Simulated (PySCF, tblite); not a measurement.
# C4H8F2O2Si: geometry, infrared bands and NMR shifts

Aim: predict the infrared bands and NMR shifts of C4H8F2O2Si (`C=C(COC(F)F)O[SiH3]`).

Programs: tblite 0.8.0 and PySCF 2.14.0, with density-fitted response routines of our own. Each step states its level of theory. These are calculated values for one molecule in the gas phase, unless marked as measured. Atoms are numbered from 0 throughout.

### Step 1. The starting structure

17 atoms, charge 0, multiplicity 1; geometry from: force field or distance geometry start.

Bonds of the start (Å): C0–C1 1.33, C1–C2 1.48, C2–O3 1.37, O3–C4 1.39, C4–F5 1.40, C4–F6 1.39, C1–O7 1.41, O7–Si8 1.74, C0–H9 1.10, C0–H10 1.06, C2–H11 1.14, C2–H12 1.10, C4–H13 1.13, Si8–H14 1.46, Si8–H15 1.47, Si8–H16 1.49.

### Step 2. Geometry optimisation with GFN2-xTB

Job settings and geometry (Å):

```
{"job": {"kind": "relax", "xc": "GFN2-xTB", "basis": "xTB"}, "charge": 0, "multiplicity": 1}
C     -0.186900     1.639500    -0.523500
C      0.137400     0.456300    -0.005900
C     -0.372400    -0.774000    -0.656900
O     -1.169400    -1.559900     0.130800
C     -2.272400    -0.835800     0.577700
F     -3.435300    -1.480200     0.153900
F     -2.232700    -0.716500     1.957200
O      0.961500     0.418900     1.134900
Si     2.658700     0.074900     0.944000
H     -0.840500     1.664700    -1.406000
H      0.130700     2.570000    -0.115100
H     -1.004200    -0.414300    -1.530500
H      0.470500    -1.333700    -1.084500
H     -2.266400     0.222200     0.173500
H      2.792200    -1.032000     0.003600
H      3.327700    -0.142200     2.229300
H      3.294700     1.254100     0.293900
```

Run with:

```
OMP_NUM_THREADS=1 python probes_run.py task.json out
```

The driver reads the jobs from task.json and runs them one after another.

**Question.** This job is followed by: GFN2-xTB harmonic vibrations, gas phase; GIAO PBE0/pcSseg-1 NMR shielding, non-relativistic, gas phase. Predict these results of the whole session: strongest single infrared mode (GFN2-xTB); zero-point energy (GFN2-xTB); 13C shifts against TMS (PBE0/pcSseg-1); 1H shifts against TMS (PBE0/pcSseg-1, means over atoms taken as alike); 17O shifts against H2O (PBE0/pcSseg-1); 19F shifts against CFCl3 (PBE0/pcSseg-1, means over atoms taken as alike); 29Si shifts against TMS (PBE0/pcSseg-1); surface potential, 1st and 99th percentile.

As calculated:

| quantity | value |
| --- | --- |
| strongest single infrared mode (GFN2-xTB) | 832 cm⁻¹, 373 km/mol |
| zero-point energy (GFN2-xTB) | 71.6 kcal/mol |
| 13C shifts against TMS (PBE0/pcSseg-1) | 157.0, 123.0, 102.0, 70.0 ppm |
| 1H shifts against TMS (PBE0/pcSseg-1, means over atoms taken as alike) | 6.54, 5.07, 4.89, 4.63, 4.56 ppm |
| 17O shifts against H2O (PBE0/pcSseg-1) | 105.2, 97.7 ppm |
| 19F shifts against CFCl3 (PBE0/pcSseg-1, means over atoms taken as alike) | -108.3 ppm |
| 29Si shifts against TMS (PBE0/pcSseg-1) | -37.1 ppm |
| surface potential, 1st and 99th percentile | -0.86 V and 1.27 V |

**Reading.** Over 198 steps the energy fell by 0.987 eV; of the close pairs, O7–Si8 changed most, 1.742 to 1.637 Å. All 45 modes are real, so the xTB geometry is a minimum. The strongest single mode, at 832 cm⁻¹, is carried by H15, H14, H16. Unscaled tight-binding wavenumbers are off by several per cent, some by more. Its intensities can rank the bands wrongly. C1 (alkene carbon bearing oxygen) lies farthest downfield among carbon, at 157.0 ppm; an sp2 carbon further deshielded by the attached heteroatom. The most deshielded hydrogen is H13 (hydrogen on an sp3 CH bonded to 2 F and O), at 6.54 ppm: its carbon carries F and O, an electronegative neighbour. At PBE0/pcSseg-1: The widest tensor belongs to O7: span 214 ppm, with a paramagnetic part of -159 ppm.
